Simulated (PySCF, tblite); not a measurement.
# C5H2ClFO2: geometry, infrared bands and NMR shifts

Wanted: the infrared bands and NMR shifts of C5H2ClFO2 (`O=C(F)c1occc1Cl`), by calculation.

Computed with tblite 0.8.0 and PySCF 2.14.0, with density-fitted response routines of our own, on a single molecule in the gas phase. Atoms count from 0, in the outputs and in this text.

## Step 1: Starting geometry

11 atoms, charge 0, multiplicity 1; geometry from: force field or distance geometry start.

Bonds of the start (Å): O0–C1 1.28, C1–F2 1.36, C1–C3 1.45, C3–O4 1.31, O4–C5 1.33, C5–C6 1.40, C6–C7 1.39, C7–Cl8 1.74, C7–C3 1.39, C5–H9 1.09, C6–H10 1.09.

## Step 2: Relaxing the molecule with GFN2-xTB

Job settings and geometry (Å):

```
{"job": {"kind": "relax", "xc": "GFN2-xTB", "basis": "xTB"}, "charge": 0, "multiplicity": 1}
O      2.659500     0.527400     0.447700
C      1.968600    -0.465200     0.043900
F      2.621300    -1.621300    -0.247500
C      0.531000    -0.280800    -0.047600
O     -0.309900    -1.207900    -0.417200
C     -1.556700    -0.744800    -0.408300
C     -1.475400     0.580900     0.026500
C     -0.141600     0.894900     0.275300
Cl     0.523700     2.401700     0.832600
H     -2.458600    -1.292600    -0.673300
H     -2.356600     1.210400     0.141700
```

On the command line:

```console
> OMP_NUM_THREADS=1 python probes_run.py task.json out
```

One launch serves the whole session: the jobs run in the order shown.

**Question.** This job is followed by: GFN2-xTB harmonic vibrations, gas phase; GIAO PBE0/pcSseg-1 NMR shielding, non-relativistic, gas phase. What will the session give for the following? strongest single infrared mode (GFN2-xTB); zero-point energy (GFN2-xTB); 13C shifts against TMS (PBE0/pcSseg-1); 1H shifts against TMS (PBE0/pcSseg-1); 17O shifts against H2O (PBE0/pcSseg-1); 19F shifts against CFCl3 (PBE0/pcSseg-1); 35Cl shifts against HCl (PBE0/pcSseg-1); surface potential, 1st and 99th percentile.

**Answer**, as computed:

```
                                 quantity                                  value
strongest single infrared mode (GFN2-xTB)                  1818 cm⁻¹, 477 km/mol
             zero-point energy (GFN2-xTB)                          37.9 kcal/mol
   13C shifts against TMS (PBE0/pcSseg-1)  154.9, 152.2, 147.5, 142.0, 122.8 ppm
    1H shifts against TMS (PBE0/pcSseg-1)                         7.63, 6.81 ppm
   17O shifts against H2O (PBE0/pcSseg-1)                       422.4, 303.0 ppm
 19F shifts against CFCl3 (PBE0/pcSseg-1)                               27.9 ppm
  35Cl shifts against HCl (PBE0/pcSseg-1)                                185 ppm
    surface potential, 1st and 99th percentile                     -1.47 V and 1.80 V
```

In words: Relaxing lowered the energy by 0.648 eV in 28 steps; the close pair that moved most is O0–C1, from 1.275 to 1.185 Å. All 27 modes are real, so the xTB geometry is a minimum. The strongest single mode, at 1818 cm⁻¹, moves mainly C1 and O0. GFN2-xTB is a fitted tight-binding method: band positions and strengths are rough. Its intensities can rank the bands wrongly. At PBE0/pcSseg-1: The widest tensor belongs to O0: span 557 ppm, with a paramagnetic part of -487 ppm. NICS(1)zz of -24 ppm above the planar ring from C3 marks a diatropic (aromatic) ring current. By nearest atom (PBE0/pcSseg-1), the HOMO sits on C3 34 %; C5 18 % and the LUMO on C1, C7 about 18 % each; O0 15 %.
